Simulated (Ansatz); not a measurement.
# C6H12 (methylcyclopentane) at CAM-B3LYP/6-31G(d) (spherical functions)

Aim: the electronic atomisation energy of C6H12 (methylcyclopentane) at CAM-B3LYP/6-31G* (spherical functions), from 3 runs. 

The calculation is run with Ansatz 0.2.0.

19 further runs of the same task are left out: 1 that didn't finish, 18 set aside as unsound or not needed.

## Step 1: The structure to begin with

C6H12: 18 atoms, total charge 0, spin state singlet. As SMILES, `CC1CCCC1`. Geometry: relaxed at PBE0-D4/def2-TZVP. This is one conformer, not always the lowest.

Some bond lengths: C1–C2 1.514 Å, C2–C3 1.526 Å, C3–C4 1.532 Å, C4–C5 1.547 Å, C2–C6 1.526 Å, C5–C6 1.532 Å, C1–H7 1.095 Å, C1–H8 1.093 Å, C1–H9 1.093 Å, C2–H10 1.099 Å, C3–H11 1.097 Å, C3–H12 1.093 Å, C4–H13 1.093 Å, C4–H14 1.092 Å, C5–H15 1.093 Å, C5–H16 1.092 Å. Some angles: C1–C2–C3 114.7°, C1–C2–C6 114.6°, C3–C2–C6 101.9°, C2–C3–C4 104.7°, C3–C4–C5 105.6°, C4–C5–C6 105.6°, C2–C6–C5 104.8°, C1–C2–H10 109.0°, C3–C2–H10 108.1°, C6–C2–H10 108.1°.

## Step 2: The energy at CAM-B3LYP/6-31G(d) (spherical functions)

The input, job.yaml:

```yaml
basis:
  gaussian: {orbitals: 6-31G_st_-spherical.json}
crystal:
  periodic: [false, false, false]
  atoms:
    - {symbol: C, position_ang: [1.205820, -1.782710, 0.205580]}
    - {symbol: C, position_ang: [0.653600, -0.373720, 0.264760]}
    - {symbol: C, position_ang: [0.403000, 0.269490, -1.096340]}
    - {symbol: C, position_ang: [-0.490040, 1.477080, -0.795690]}
    - {symbol: C, position_ang: [-1.228180, 1.130880, 0.519190]}
    - {symbol: C, position_ang: [-0.716550, -0.254930, 0.926780]}
    - {symbol: H, position_ang: [0.522920, -2.439790, -0.342380]}
    - {symbol: H, position_ang: [2.174220, -1.813190, -0.300730]}
    - {symbol: H, position_ang: [1.340610, -2.203190, 1.205640]}
    - {symbol: H, position_ang: [1.357520, 0.263110, 0.818890]}
    - {symbol: H, position_ang: [-0.129480, -0.450460, -1.729510]}
    - {symbol: H, position_ang: [1.323880, 0.537670, -1.620070]}
    - {symbol: H, position_ang: [0.118950, 2.374720, -0.662600]}
    - {symbol: H, position_ang: [-1.179770, 1.688420, -1.615150]}
    - {symbol: H, position_ang: [-0.991360, 1.866510, 1.291780]}
    - {symbol: H, position_ang: [-2.313350, 1.144350, 0.400200]}
    - {symbol: H, position_ang: [-0.682870, -0.397360, 2.009730]}
    - {symbol: H, position_ang: [-1.368930, -1.036890, 0.519920]}
hamiltonian: {xc: {name: CAM-B3LYP}}
accuracy: high
output: {orbitals: {seedname: orbitals}}
```

The basis set 6-31G* is read from a file made from the Basis Set Exchange's data (not shown).

Command:

```sh
$ ansatz run job.yaml --threads 1 --pin off --max-ram 3480MiB --events-out events.jsonl --progress --plain --runs-dir runs
```

Output:

```text
Warning: RAYON_NUM_THREADS=1 ignored (pool sized by the plan → 1); use --threads N
Functional definition: CAM-B3LYP
  name "CAM-B3LYP"
  parameter alpha = 0.19
  parameter beta = 0.46
  parameter omega = 0.33/bohr
  parameter ac = 0.81
  exchange = (1 - alpha - beta)*b88_x + beta*b88_x_sr(omega) + alpha*exact_x + beta*exact_x_lr(omega)
  correlation = (1 - ac)*vwn5_c + ac*lyp_c
2864 factors; integrals over basis functions are off by at most 3.1e-9 eV
516 factors; integrals over basis functions are off by at most 2.1e-9 eV
mean field evaluation 1: about -6408.1661 eV, gradient 4.8e1 eV
mean field evaluation 2: about -6409.2858 eV, gradient 4.4e1 eV
mean field evaluation 4: about -6413.8476 eV, gradient 1.3e0 eV
mean field evaluation 8: about -6414.1839 eV, gradient 2.3e-2 eV
mean field evaluation 16: about -6414.1840 eV, gradient 4.8e-6 eV
mean field -6414.18395757 eV, -235.7169127505 hartree, gradient 1.8e-8 eV, S^2 0.000000; 0 other end points of the search recorded, 0 dependent functions left out
reference -6414.18397732 eV, -235.7169134765 hartree; 24, 24 occupied and 84, 84 virtual orbitals, 2864 factors
Total energy: -6414.18397732 eV, -235.7169134765 hartree
```

Wall time 18 s (1 thread of Arm Neoverse V1, shared host); peak memory 0.54 GiB.

## Step 3: The C atom

The input, input.yaml:

```yaml
crystal:
  periodic: [false, false, false]
  atoms:
    - {symbol: C, position_ang: [0.000000, 0.000000, 0.000000]}
basis:
  gaussian:
    orbitals: 6-31G_st_-spherical.json
magnetization:
  spin_polarized: true
  initial_magnetization: 2
hamiltonian:
  xc: {name: CAM-B3LYP}
accuracy: high
```

The basis set 6-31G* is read from a file made from the Basis Set Exchange's data (not shown).

Run the same way, it converges to -37.82190 Eh (log not shown).

## Step 4: The H atom at the same level

The input, molecule.yaml:

```yaml
crystal:
  periodic: [false, false, false]
  atoms:
    - symbol: H
      position_ang: [0.000000, 0.000000, 0.000000]
basis:
  gaussian: {orbitals: "6-31G*"}
hamiltonian: {xc: {name: CAM-B3LYP}}
accuracy: high
magnetization: {spin_polarized: true, initial_magnetization: 1}
```

Run the same way, it converges to -0.49683 Eh (log not shown).

## Step 5: What came out

Level: CAM-B3LYP/6-31G* (spherical functions).

```
                     quantity          value
       molecule: total energy  -235.71691 Eh
        molecule: HOMO energy       -9.92 eV
        molecule: LUMO energy        3.64 eV
      molecule: HOMO–LUMO gap       13.56 eV
         C atom: total energy   -37.82190 Eh
                 C atom: ⟨S²⟩          2.002
         H atom: total energy    -0.49683 Eh
                 H atom: ⟨S²⟩          0.750
electronic atomisation energy      76.833 eV
```

What this shows: Taking the molecule apart into free atoms costs 76.83 eV (7413 kJ/mol), before zero-point energy and without spin-orbit coupling.
